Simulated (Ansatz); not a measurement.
# Cl₂H₂S₂Sn: one species, many methods

An exercise on one series of results from a longer session: the logs are not shown, and one member is left open.

Computed with Ansatz 0.2.0, Gaussian basis. Level: functionals in def2-TZVPP, the program's frozen cores in correlated methods.

Plan: LDA (SPW92), PBE-D4, revPBE-D4, BLYP-D4, r2SCAN-D4, B97M-V, PBE0-D4, B3LYP-D4, r2SCANh-D4, r2SCAN0-D4, HSE06-D4, BHLYP-D4, CAM-B3LYP-D4, LC-ωPBE, ωB97X-V, ωB97M-V, B2PLYP, PBE-QIDH; CCSD(T)/def2-SVP; CCSD(T)/def2-TZVPP; MP2/def2-QZVPP; extrapolation to the limit; RPA on PBE.

### The geometry

An earlier PBE0-D4 in a triple-zeta def2 set relaxation fixed the geometry. Sn takes the def2 core potential; no spin-orbit term is included.

SMILES `[SH][Sn]([SH])([Cl])[Cl]`, 7 atoms, charge 0, spin multiplicity 1.

Atoms are counted from 1 here; the program's logs count them from 0.

Bond lengths: S1–Sn2 2.371 Å, S1–H6 1.345 Å, Sn2–S3 2.371 Å, Sn2–Cl4 2.315 Å, Sn2–Cl5 2.315 Å, S3–H7 1.345 Å. Angles: Sn2–S1–H6 91.4°, S1–Sn2–S3 110.6°, S1–Sn2–Cl4 107.4°, S1–Sn2–Cl5 113.2°, S3–Sn2–Cl4 113.2°, S3–Sn2–Cl5 107.4°, Cl4–Sn2–Cl5 105.0°, Sn2–S3–H7 91.5°.

Set-up of the first run:

in.yaml reads:

```yaml
crystal:
  periodic: [false, false, false]
  atoms:
    - {symbol: S, position_ang: [-1.477688, 0.996272, 1.446443]}
    - {symbol: Sn, position_ang: [0.014504, 0.018436, -0.114561]}
    - {symbol: S, position_ang: [1.382166, -1.603981, 0.942211]}
    - {symbol: Cl, position_ang: [-1.261451, -0.847600, -1.841214]}
    - {symbol: Cl, position_ang: [1.420075, 1.557482, -1.122038]}
    - {symbol: H, position_ang: [-2.433322, 1.118106, 0.507662]}
    - {symbol: H, position_ang: [2.416917, -1.306715, 0.135797]}
basis:
  gaussian: {orbitals: def2-TZVPP}
hamiltonian: {xc: lda}
output: {orbitals: {seedname: orbitals}}
```

Started as:

```
ansatz run in.yaml --threads 4 --pin off --events-out ev --progress --plain --max-ram 10444MiB
```

Steps of the session up to this table: LDA; PBE-D4 (GGA); revPBE-D4 (GGA); BLYP-D4 (GGA); r2SCAN-D4 (meta-GGA); B97M-V (meta-GGA); B3LYP-D4 (hybrid); r2SCANh-D4 (hybrid); r2SCAN0-D4 (hybrid); HSE06-D4 (hybrid); BHLYP-D4 (hybrid); CAM-B3LYP-D4 (range-separated); LC-ωPBE (range-separated); ωB97X-V (range-separated); ωB97M-V (range-separated); B2PLYP (double hybrid); PBE-QIDH (double hybrid).

One table of the session follows, with a row left open; its other results are not shown here.

It belongs to the step «Orbital energies across the functionals». 

| functional | HOMO (eV) | LUMO (eV) | gap (eV) |
| --- | --- | --- | --- |
| LDA (SPW92) | -7.13 | -3.72 | 3.41 |
| PBE-D4 | -6.99 | -3.43 | 3.56 |
| revPBE-D4 | -6.94 | -3.33 | 3.60 |
| BLYP-D4 | -6.81 | -3.35 | 3.46 |
| r2SCAN-D4 | -7.31 | -3.28 | 4.03 |
| B97M-V | -7.37 | -3.13 | 4.24 |
| PBE0-D4 | -8.26 | -2.57 | 5.69 |
| B3LYP-D4 | -7.99 | -2.84 | 5.15 |
| r2SCANh-D4 | -7.77 | -2.97 | 4.81 |
| r2SCAN0-D4 | -8.47 | -2.48 | 5.98 |
| HSE06-D4 | -7.86 | -2.94 | 4.92 |
| BHLYP-D4 | -9.36 | -1.60 | 7.76 |
| CAM-B3LYP-D4 | -9.58 | -1.58 | 8.00 |
| LC-ωPBE | -11.02 | -0.40 | 10.62 |
| ωB97X-V | -10.64 | -0.49 | 10.15 |
| ωB97M-V | ? | ? | ? |

Q: Estimate the row for ωB97M-V from the others.

The run gave: HOMO (eV): -10.45; LUMO (eV): -0.57; gap (eV): 9.87. In the column «HOMO (eV)» it lies between ωB97X-V (-10.64) and CAM-B3LYP-D4 (-9.58).
